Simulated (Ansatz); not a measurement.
The system is NiMoIrPdW.

```
CELL_PARAMETERS angstrom
2.77046 0.00000 0.00000
-1.38523 2.39928 0.00000
0.00000 0.00000 21.88122
ATOMIC_POSITIONS crystal
Ni 0.33333 0.66667 0.04433
Ni 0.66667 0.33333 0.95562
Mo 0.66667 0.33333 0.34270
Mo 0.66667 0.33333 0.76320
Pd 0.33333 0.66667 0.44768
Pd 0.33333 0.66667 0.65723
Ir 0.33333 0.66667 0.23988
Ir 0.33333 0.66667 0.86050
W 0.66667 0.33333 0.13646
W 0.66667 0.33333 0.55240
```

The cell was built by a generator and needn't be a form met in nature.

Base run:

- Program: Ansatz 0.2.0
- Functional: PBE
- Potentials or basis: Ansatz PAW
- Cutoff: 420 eV
- Density cutoff: 1680 eV
- k mesh: 11 × 11 × 2
- Occupations: fermi-dirac, width 0.05 eV
- Spin: collinear spin, ferromagnetic start
- Starting moments: [1.0, 1.0, 1.0, 1.0, 0.0, 0.0, 0.6, 0.6, 0.0, 0.0] μB

Its results: band gap on the k mesh none (metal or under the smearing width); pressure -0.1 GPa; net moment 0.00 μB per cell; largest force 0.149 eV/Å.

Q: The run is repeated on the same cell with these changes: functional from PBE to revPBE. What comes out?

A: Band gap on the k mesh none (metal or under the smearing width); pressure 2.9 GPa; net moment 0.00 μB per cell; largest force 0.187 eV/Å.

revPBE binds less tightly than PBE, so the same cell stands under more pressure.

Caveats: the potentials were made for another functional, which shifts forces and pressure (some runs); the PAW data sets come from PBE, with cores solved anew for the run's functional, which leaves a small shift of forces and pressure (some runs).

Not every run made on this cell is shown here.
